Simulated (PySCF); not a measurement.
# H2OYb (Yb(H2O)2+): the cost of one run

Computed with PySCF 2.14.0. Level: PBE0, Yb def2-SVP with ECP28, O def2-SVP, H def2-SVP; scalar-relativistic core potentials, no spin–orbit coupling.

1 further run of the same task is left out (for a known fault of the program).

## Step 1: The starting structure

4 atoms, charge 2, spin multiplicity 1.

Bond lengths: Yb1–O2 2.271 Å, O2–H3 0.978 Å, O2–H4 0.978 Å. Angles: Yb1–O2–H3 128.2°, Yb1–O2–H4 128.2°, H3–O2–H4 103.6°.

Coordinates:

```xyz
4
H2OYb
Yb    0.0000    0.0000   -0.0386
O     0.0000    0.0000    2.2323
H     0.7681    0.0000    2.8370
H    -0.7681    0.0000    2.8370
```

Formal oxidation states: Yb +2. An earlier session relaxed this geometry at PBE0, Yb def2-SVP with ECP28, O def2-SVP, H def2-SVP (singlet, point group C2v).

Its energy there is -1234.872770 Eh.

## Step 2: One electron removed, multiplicity 2

Contents of run.py (the lines that set the calculation):

```python
mol = gto.M(atom='''
Yb     0.00000     0.00000    -0.03856
O      0.00000     0.00000     2.23235
H      0.76812     0.00000     2.83703
H     -0.76812     0.00000     2.83703''',
    basis={'Yb': 'def2-SVP', 'O': 'def2-SVP', 'H': 'def2-SVP'},
    ecp={'Yb': 'def2-SVP'},
    charge=3, spin=1)
mf = dft.UKS(mol, xc='PBE0')
mf.grids.atom_grid = (50, 194)  # f atoms: unpruned, at least (60, 302)
mf = mf.density_fit()  # fitting sets: Yb def2-universal-JKFIT, O def2-universal-JKFIT, H def2-universal-JKFIT
mf.conv_tol = 1e-08; mf.max_cycle = 55
mf.kernel(dm0)  # dm0: the density of the relaxed state
```

Run with:

```console
OMP_NUM_THREADS=2 python run.py
```

**Question.** How long does this run take on 2 threads of Intel Xeon at 2.50GHz (Skylake/Cascade Lake), shared host?

About 17 s.
